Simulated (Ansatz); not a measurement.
# In: the cost of one run

Method: DFT LDA, scalar-relativistic, plane waves, PAW, in Ansatz 0.2.0.

## (1) The system as given

It takes space group P6_3/mmc (No. 194, hexagonal). The conventional cell has a = 3.335 Å, b = 3.335 Å, c = 5.509 Å, α = 90.00°, β = 90.00°, γ = 120.00°. Around In (site symmetry -6m2) lie 12 In at 3.34 to 3.36 Å.

Structure file:

```
In
1.0
     3.33548    0.00000    0.00000
    -1.66774    2.88861    0.00000
     0.00000    0.00000    5.50914
In
2
Direct
  0.33333 0.66667 0.25000
  0.66667 0.33333 0.75000
```

The structure comes from the Materials Project (structure only).

## (2) Probe: one point at the start

input.yaml reads:

```yaml
crystal:
  lattice:
    - [3.335484782, 0.0, 0.0]
    - [-1.667742391, 2.8886145552, 0.0]
    - [0.0, 0.0, 5.50914292]
  atoms:
    - { symbol: In, position: [0.33333333, 0.66666667, 0.25] }
    - { symbol: In, position: [0.66666667, 0.33333333, 0.75] }
basis:
  ecutwfc: 420
kpoints:
  mp_grid: { grid: [6, 6, 4] }
hamiltonian:
  xc: lda
scf:
  occupations: { method: gaussian, width: 0.1 }
output:
  forces: true
  stress: true
  eigenvalues: true
```

Started as:

```sh
$ ansatz run input.yaml --threads 1 --pin off --max-ram 1228MiB --backend cpu --events-out ev --progress --plain --runs-dir out
```

Q: Estimate wall time and peak memory on 1 thread of an Arm CPU, shared host.

About 1.2 s, with a peak of 0.28 GiB.
